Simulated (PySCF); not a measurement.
**Cl: spin, charge, geometry and surroundings**

One physical setting of the base script is moved in each run, with the edits that it forces.

Computed with PySCF 2.14.0. Level: each script names its method and basis.

1 further run of the same task is left out (it didn't finish).

## (1) The atom

Cl: 1 atom, charge 0, spin multiplicity 2.

## (2) The run that the others are compared with

File input.py:

```python
from pyscf import gto, scf, cc

mol = gto.M(
    atom='Cl 0 0 0',
    basis='pcseg-2',
    charge=0,
    spin=1,
    symmetry=True,
    verbose=4,
)
mf = scf.ROHF(mol)
mf = mf.density_fit(auxbasis='def2-universal-jkfit')
mf.kernel()
mycc = cc.CCSD(mf, frozen=5)
mycc.kernel()
mf.dip_moment()
print('orbital energies (hartree):', mf.mo_energy[..., max(0, mol.nelec[1]-3):mol.nelec[0]+3].round(4))
```

Launch:

```bash
python input.py
```

The log of this run is left out.

Base result: E(SCF) = -459.471729 Eh, 6 cycles, E(CCSD) − E(SCF) = -0.17760 Eh.

## (3) PCM, ε = 78.36

Run 1 changes solvent: none (gas phase) → PCM, ε = 78.36; step after the SCF: ccsd → analyze.

File input.py:

```python
from pyscf import gto, scf, solvent

mol = gto.M(
    atom='Cl 0 0 0',
    basis='pcseg-2',
    charge=0,
    spin=1,
    symmetry=True,
    verbose=4,
)
mf = scf.ROHF(mol)
mf = mf.density_fit(auxbasis='def2-universal-jkfit')
mf = solvent.PCM(mf)
mf.with_solvent.eps = 78.36
mf.kernel()
mf.analyze()
print('orbital energies (hartree):', mf.mo_energy[..., max(0, mol.nelec[1]-3):mol.nelec[0]+3].round(4))
```

Launch:

```bash
python input.py
```

## (4) Charge -1 (triplet)

Run 2 changes charge: 0 → -1; spin (2S): 1 → 2.

input.py: that of step 2 with these lines changed.

```diff
@@ -5,4 +5,4 @@
     basis='pcseg-2',
-    charge=0,
-    spin=1,
+    charge=-1,
+    spin=2,
     symmetry=True,
```

## (5) Charge -1 (singlet)

Run 3 changes charge: 0 → -1; spin (2S): 1 → 0.

input.py: that of step 2 with these lines changed.

```diff
@@ -5,4 +5,4 @@
     basis='pcseg-2',
-    charge=0,
-    spin=1,
+    charge=-1,
+    spin=0,
     symmetry=True,
```

## (6) Charge +1 (triplet)

Run 4 changes charge: 0 → 1; spin (2S): 1 → 2.

input.py: that of step 2 with these lines changed.

```diff
@@ -5,4 +5,4 @@
     basis='pcseg-2',
-    charge=0,
-    spin=1,
+    charge=1,
+    spin=2,
     symmetry=True,
```

## (7) Quartet

Run 5 changes spin (2S): 1 → 3.

input.py: that of step 2 with these lines changed.

```diff
@@ -6,3 +6,3 @@
     charge=0,
-    spin=1,
+    spin=3,
     symmetry=True,
```

## (8) Charge +1 (singlet)

Run 6 changes charge: 0 → 1; spin (2S): 1 → 0.

input.py: that of step 2 with these lines changed.

```diff
@@ -5,4 +5,4 @@
     basis='pcseg-2',
-    charge=0,
-    spin=1,
+    charge=1,
+    spin=0,
     symmetry=True,
```

What does the calculation give? Wanted: for each run, E(SCF); from base; after the SCF.

**Answer**, as computed:

```csv
run,E(SCF) (hartree),from base (eV),cycles,after the SCF
base,-459.471729,0,6,"CCSD correlation -4.833 eV, core frozen"
"PCM, ε = 78.36",-459.473095,-0.0372,7,n/a
charge -1 (triplet),-459.034067,+11.9094,7,"CCSD correlation -5.112 eV, core frozen"
charge -1 (singlet),-459.560740,-2.4221,6,"CCSD correlation -5.404 eV, core frozen"
charge +1 (triplet),-459.037264,+11.8224,7,"CCSD correlation -4.051 eV, core frozen"
quartet,-458.891427,+15.7908,7,"CCSD correlation -4.382 eV, core frozen"
charge +1 (singlet),-458.941048,+14.4406,7,"CCSD correlation -4.900 eV, core frozen"
```

Of the runs whose energies can be compared, “quartet” moves the SCF energy most (+15.791 eV). A continuum solvent with ε = 78.36 lowers the energy by 0.037 eV. At the SCF level, adding an electron (to the triplet) costs 11.91 eV at fixed geometry; correlation, diffuse functions and relaxation can still bind it. At the SCF level, adding an electron (to the singlet) releases 2.42 eV at fixed geometry. At the SCF level, going to the triplet with one electron fewer costs 11.82 eV at fixed geometry, which need not be the lowest ionisation. The quartet solution found lies 15.79 eV above the base doublet at this geometry and level. At the SCF level, going to the singlet with one electron fewer costs 14.44 eV at fixed geometry.
